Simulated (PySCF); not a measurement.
**AsO: bond curves at several levels of theory**

One table from this session's results is given with a row withheld; the runs are named, their logs left out.

The runs use PySCF 2.14.0; As cc-pVDZ-PP with ECP10, O cc-pVDZ, scalar-relativistic core potentials.

The first run:

Settings of the job:

| Item | Value |
| --- | --- |
| atoms | As, O |
| charge | 0 |
| basis | As cc-pVDZ-PP with ECP10, O cc-pVDZ |
| Hamiltonian | scalar-relativistic core potentials |
| basis functions | 37 |
| electrons treated | 31 |
| masses in u | 74.9216, 15.9949 |
| levels | PBE0, PBE, r²SCAN, B2PLYP, BHandHLYP, B3LYP, HF, MP2, SCS-MP2, CCSD, CCSD(T) |
| grid | 80 radial by 434 angular points |
| occupations | held fixed by the projection of orbital angular momentum |
| dissociation limit | As + O, each in its ground configuration |
| starting distance in angstrom | 1.775 |
| values of 2S to try | 1, 3, 5 |

Steps of the session up to this table: Set-up; First curve: PBE0; Higher solutions at PBE0; PBE; r²SCAN; B2PLYP (double hybrid); BHandHLYP (global hybrid GGA); B3LYP (global hybrid GGA); UHF (mean field); MP2 and coupled cluster.

One table of the session follows, with a row left open; its other results are not shown here.

```
    level  Re (Å)  ωe (cm⁻¹)  De (eV)  μ (D)
      PBE   1.664        919     5.16  -2.38
   r²SCAN   1.644        965     4.55  -2.49
    B3LYP       ?          ?        ?      ?
     PBE0   1.633       1001     4.28  -2.64
BHandHLYP   1.616       1048     3.59  -2.89
```

**Question.** Estimate the row for B3LYP.

As computed: Re (Å): 1.645; ωe (cm⁻¹): 966; De (eV): 4.59; μ (D): -2.61. In the column «Re (Å)» it lies between r²SCAN (1.644) and PBE (1.664).

De is counted to As + O in their ground configurations.
